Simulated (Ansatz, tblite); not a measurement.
# The cluster Ru3H3+: rung by rung

An exercise on one series of results from a longer session: the logs are not shown, and one member is left open.

Computed with Ansatz 0.2.0, Gaussian basis. Level: as each input shows.

The runs, in order: GFN1-xTB, GFN2-xTB, PBE-D4/def2-TZVP, r2SCAN-D4/def2-TZVP, r2SCANh-D4/def2-TZVP, BLYP-D4/def2-TZVP, HF/def2-TZVP, ωB97M-V/def2-TZVP, ωB97X-V/def2-TZVP, PBE-D4/def2-SVP, PBE0-D4/def2-SVP, CCSD(T)/def2-TZVP, RPA/def2-TZVP.

3 further runs of the same task are left out: 3 set aside as unsound or not needed. Runs told in other sessions of the task aren't counted.

## The geometry

The singlet was relaxed beforehand with PBE0-D4/def2-TZVP. At that level it is the lowest of the isomers that a small search found.

6 atoms, charge 1, spin multiplicity 1.

Bond lengths: Ru1–Ru2 2.226 Å, Ru1–Ru3 2.225 Å, Ru2–Ru3 2.527 Å, Ru2–H5 1.551 Å, Ru2–H6 1.715 Å, Ru3–H4 1.551 Å, Ru3–H6 1.719 Å. Angles: Ru2–Ru1–Ru3 69.2°, Ru1–Ru2–Ru3 55.4°, Ru1–Ru2–H5 83.9°, Ru1–Ru2–H6 98.1°, Ru3–Ru2–H5 88.3°, Ru3–Ru2–H6 42.7°, H5–Ru2–H6 92.9°, Ru1–Ru3–Ru2 55.4°, Ru1–Ru3–H4 84.1°, Ru1–Ru3–H6 97.9°, Ru2–Ru3–H4 88.3°, Ru2–Ru3–H6 42.5°, H4–Ru3–H6 92.8°, Ru2–H6–Ru3 94.8°.

Ru takes a core potential in the def2 sets. No spin-orbit coupling is included. The ion is computed in the gas phase, without counter-ions or solvent.

PBE0-D4/def2-TZVP was run before; its log isn't repeated, and its numbers join the tables.

The first run:

Tight binding, by tblite at 300 K electronic temperature and without a spin-polarisation term:

```python
tblite.interface.Calculator('GFN1-xTB', numbers, positions, charge=1, uhf=0).singlepoint()
```

Tight binding, by tblite at 300 K electronic temperature and without a spin-polarisation term:

```python
tblite.interface.Calculator('GFN2-xTB', numbers, positions, charge=1, uhf=0).singlepoint()
```

start.molden holds the orbitals of an earlier run on this state, given as this run's starting guess.

in.yaml

```yaml
crystal:
  periodic: [false, false, false]
  atoms:
    - {symbol: Ru, position_ang: [-1.529822, -0.579949, -0.309975]}
    - {symbol: Ru, position_ang: [0.650012, -0.900098, -0.625623]}
    - {symbol: Ru, position_ang: [-0.343783, 1.016864, 0.688030]}
    - {symbol: H, position_ang: [-0.414444, 0.076220, 1.919517]}
    - {symbol: H, position_ang: [0.416582, -0.074534, -1.918095]}
    - {symbol: H, position_ang: [1.221465, 0.461496, 0.246157]}
basis:
  gaussian: {orbitals: def2-TZVP, initial_orbitals: start.molden}
total_charge: 1
hamiltonian: {xc: pbe, dispersion: d4}
scf: {omitted_lower_state_checks: [starts]}
output: {orbitals: {seedname: orbitals}}
```

Started as:

```bash
> ansatz run in.yaml --threads 4 --pin off --events-out ev --progress --plain --max-ram 3916MiB
```

Among the steps run: PBE-D4/def2-TZVP; r2SCAN-D4/def2-TZVP; r2SCANh-D4/def2-TZVP; BLYP-D4/def2-TZVP; HF/def2-TZVP; ωB97M-V/def2-TZVP; ωB97X-V/def2-TZVP; PBE-D4/def2-SVP; PBE0-D4/def2-SVP; CCSD(T)/def2-TZVP; RPA/def2-TZVP.

One of the session's tables, all rows but one given; the rest of the session is left out.

| level | HOMO (eV) | LUMO (eV) | gap (eV) |
| --- | --- | --- | --- |
| HF/def2-TZVP | -13.29 | -4.00 | 9.29 |
| PBE-D4/def2-SVP | -9.90 | -9.73 | 0.18 |
| PBE-D4/def2-TZVP | -9.86 | -9.68 | 0.18 |
| BLYP-D4/def2-TZVP | -9.78 | -9.56 | 0.22 |
| r2SCAN-D4/def2-TZVP | -9.97 | -9.51 | 0.46 |
| r2SCANh-D4/def2-TZVP | -10.37 | -9.02 | 1.34 |
| PBE0-D4/def2-SVP | -10.94 | -8.44 | 2.50 |
| PBE0-D4/def2-TZVP | -10.88 | -8.39 | 2.49 |
| ωB97X-V/def2-TZVP | -12.98 | -5.93 | 7.05 |
| ωB97M-V/def2-TZVP | ? | ? | ? |

**Question.** Estimate the row for ωB97M-V/def2-TZVP.

**Answer.** HOMO (eV): -13.03; LUMO (eV): -5.96; gap (eV): 7.07. In the column «HOMO (eV)» it lies between HF/def2-TZVP (-13.29) and ωB97X-V/def2-TZVP (-12.98).
